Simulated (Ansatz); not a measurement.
Geometry optimisation, Ansatz 0.2.0, DFT PBEsol, scalar-relativistic, plane waves, PAW.

Input file:

```yaml
accuracy: low
crystal:
  lattice:
    - [5.32, 0.0, 0.0]
    - [-3.99, 6.910883, 0.0]
    - [0.0, 0.0, 4.93696]
  atoms:
    - { symbol: Zn, position: [0.0, 0.0, 0.0] }
    - { symbol: Zn, position: [0.1666667, 0.2222222, 0.5] }
    - { symbol: Zn, position: [0.0, 0.3333333, 0.0] }
    - { symbol: Zn, position: [0.1666667, 0.5555556, 0.5] }
    - { symbol: Zn, position: [0.0, 0.6666667, 0.0] }
    - { symbol: Zn, position: [0.1666667, 0.8888889, 0.5] }
    - { symbol: Zn, position: [0.5, 0.0, 0.0] }
    - { symbol: Zn, position: [0.6666667, 0.2222222, 0.5] }
    - { symbol: Zn, position: [0.5, 0.3333333, 0.0] }
    - { symbol: Zn, position: [0.6666667, 0.5555556, 0.5] }
    - { symbol: Zn, position: [0.5, 0.6666667, 0.0] }
    - { symbol: Zn, position: [0.6666667, 0.8888889, 0.5] }
    - { symbol: H, position: [0.8254291, 0.7767901, 0.7446062] }
basis:
  ecutwfc: 420.0
kpoints:
  mp_grid: { grid: [3, 2, 3] }
hamiltonian:
  xc: pbesol
scf:
  occupations: { method: fermi_dirac, width: 0.05 }
  lower_state_search: "off"
relax:
  f_tol: 0.08
  max_steps: 25
  adjacent_minimum: "off"
```

Command:

```bash
$ ansatz run input.yaml --threads 2 --pin off --max-ram 5120MiB --backend cpu --events-out ev --progress --plain --runs-dir out
```

Question: Where does it end, and by what steps?

Answer: The run converged. The threshold is loose, so the end isn't yet a minimum. The force dipped under the threshold on the way, but the program's further checks kept it going. Limits of this set-up: coarse k mesh, odd electron count without spin, a small cell, in which the defect meets its images, a typed lattice constant that wasn't relaxed here, low accuracy level. After 9 steps the energy has fallen by 0.407 eV; H13 moved furthest, 1.35 Å.

```json
{"step": "0", "energy less start (eV)": "0.0000", "largest force component (eV/Å)": "0.384", "accepted": "yes"}
{"step": "1", "energy less start (eV)": "-0.1071", "largest force component (eV/Å)": "0.175", "accepted": "yes"}
{"step": "2", "energy less start (eV)": "-0.1715", "largest force component (eV/Å)": "0.101", "accepted": "yes"}
{"step": "3", "energy less start (eV)": "-0.2129", "largest force component (eV/Å)": "0.179", "accepted": "yes"}
{"step": "4", "energy less start (eV)": "-0.2505", "largest force component (eV/Å)": "0.121", "accepted": "yes"}
{"step": "5", "energy less start (eV)": "-0.2916", "largest force component (eV/Å)": "0.108", "accepted": "yes"}
{"step": "6", "energy less start (eV)": "-0.3357", "largest force component (eV/Å)": "0.106", "accepted": "yes"}
{"step": "7", "energy less start (eV)": "-0.3749", "largest force component (eV/Å)": "0.080", "accepted": "yes"}
{"step": "8", "energy less start (eV)": "-0.3984", "largest force component (eV/Å)": "0.055", "accepted": "yes"}
{"step": "9", "energy less start (eV)": "-0.4069", "largest force component (eV/Å)": "0.068", "accepted": "yes"}
```

```xyz
13
Lattice="5.3200 0.0000 0.0000 -3.9900 6.9109 0.0000 0.0000 0.0000 4.9370" Properties=species:S:1:pos:R:3
Zn 0.144 0.092 0.132
Zn 0.081 1.571 2.662
Zn -1.228 2.372 -0.052
Zn -1.311 3.796 2.307
Zn -2.548 4.690 -0.013
Zn -2.563 6.178 2.613
Zn 2.781 0.099 0.011
Zn 2.717 1.547 2.619
Zn 1.446 2.368 -0.010
Zn 1.475 3.821 2.326
Zn 0.100 4.661 0.217
Zn 0.068 6.288 2.303
H 0.130 4.745 3.371
```

Whether the end is a true minimum wasn't checked by a vibrational analysis.

Time of the run: 53 s on 2 threads of Intel(R) Xeon(R) Platinum 8488C (Sapphire Rapids) (shared host), peak memory 0.55 GiB.
